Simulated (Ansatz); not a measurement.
# C₂H₅FOSe: one species, many methods

The task here is to estimate one member of a computed series from the others.

Program: Ansatz 0.2.0, Gaussian basis. Level of theory: functionals in def2-TZVPP, the program's frozen cores in correlated methods. These are calculated values, not measurements.

The runs, in order: PBE-D4, r2SCAN-D4, PBE0-D4, B3LYP-D4, ωB97X-V, ωB97M-V, B2PLYP; CCSD(T)/def2-TZVPP; MP2/def2-QZVPP; extrapolation to the limit.

**The geometry**

The geometry comes from an earlier relaxation with PBE0-D4 in a triple-zeta def2 set; it is a stationary point, not always the lowest conformer.

SMILES `C[Se]C(O)F`, 10 atoms, charge 0, spin multiplicity 1.

Atoms are counted from 1 here; the program's logs count them from 0.

Bond lengths: C1–Se2 1.941 Å, C1–H6 1.089 Å, C1–H7 1.088 Å, C1–H8 1.089 Å, Se2–C3 1.953 Å, C3–O4 1.367 Å, C3–F5 1.374 Å, C3–H9 1.096 Å, O4–H10 0.964 Å. Angles: Se2–C1–H6 110.7°, Se2–C1–H7 109.8°, Se2–C1–H8 106.4°, H6–C1–H7 110.9°, H6–C1–H8 109.2°, H7–C1–H8 109.8°, C1–Se2–C3 95.7°, Se2–C3–O4 109.9°, Se2–C3–F5 106.5°, Se2–C3–H9 110.3°, O4–C3–F5 110.7°, O4–C3–H9 112.5°, F5–C3–H9 106.7°, C3–O4–H10 109.0°.

The first run:

Input file in.yaml:

```yaml
crystal:
  periodic: [false, false, false]
  atoms:
    - {symbol: C, position_ang: [-1.142534, -0.377652, 1.154351]}
    - {symbol: Se, position_ang: [-0.845124, 1.208783, 0.076724]}
    - {symbol: C, position_ang: [0.823002, 0.585889, -0.726506]}
    - {symbol: O, position_ang: [0.602322, -0.572794, -1.416969]}
    - {symbol: F, position_ang: [1.245452, 1.582880, -1.572091]}
    - {symbol: H, position_ang: [-0.337549, -0.509395, 1.876476]}
    - {symbol: H, position_ang: [-1.231875, -1.248703, 0.509317]}
    - {symbol: H, position_ang: [-2.078475, -0.215980, 1.687684]}
    - {symbol: H, position_ang: [1.597275, 0.475799, 0.041016]}
    - {symbol: H, position_ang: [1.450706, -0.980028, -1.627102]}
basis:
  gaussian: {orbitals: def2-TZVPP}
hamiltonian: {xc: pbe, dispersion: d4}
output: {forces: true, orbitals: {seedname: orbitals}}
```

Launch:

```bash
$ ansatz run in.yaml --threads 4 --pin off --events-out ev --progress --plain --max-ram 10444MiB
```

Steps of the session up to this table: PBE-D4 (GGA); r2SCAN-D4 (meta-GGA); PBE0-D4 (hybrid); B3LYP-D4 (hybrid); ωB97X-V (range-separated); ωB97M-V (range-separated); B2PLYP (double hybrid); CCSD(T) in def2-TZVPP; MP2 in def2-QZVPP.

One table of the session follows, with a row left open; its other results are not shown here.

```
            method  atomisation energy (kJ/mol)
            PBE-D4                       3719.6
         r2SCAN-D4                       3622.3
           PBE0-D4                            ?
          B3LYP-D4                       3596.7
           ωB97X-V                       3615.2
           ωB97M-V                       3610.8
            B2PLYP                       3561.5
     HF/def2-TZVPP                       2484.2
    MP2/def2-TZVPP                       3595.6
   CCSD/def2-TZVPP                       3447.7
CCSD(T)/def2-TZVPP                       3514.2
           MP2/CBS                       3697.4
       CCSD(T)/CBS                       3616.0
```

Estimate the missing values for PBE0-D4.

**Answer.** atomisation energy (kJ/mol): 3618.0. In the column «atomisation energy (kJ/mol)» it lies between CCSD(T)/CBS (3616.0) and r2SCAN-D4 (3622.3).

Limits of these values: Free atoms (2 C, 1 Se, 1 O, 1 F, 5 H) were run apart at each level; the atomisation energy is their sum less the molecule, without zero-point or spin-orbit terms.
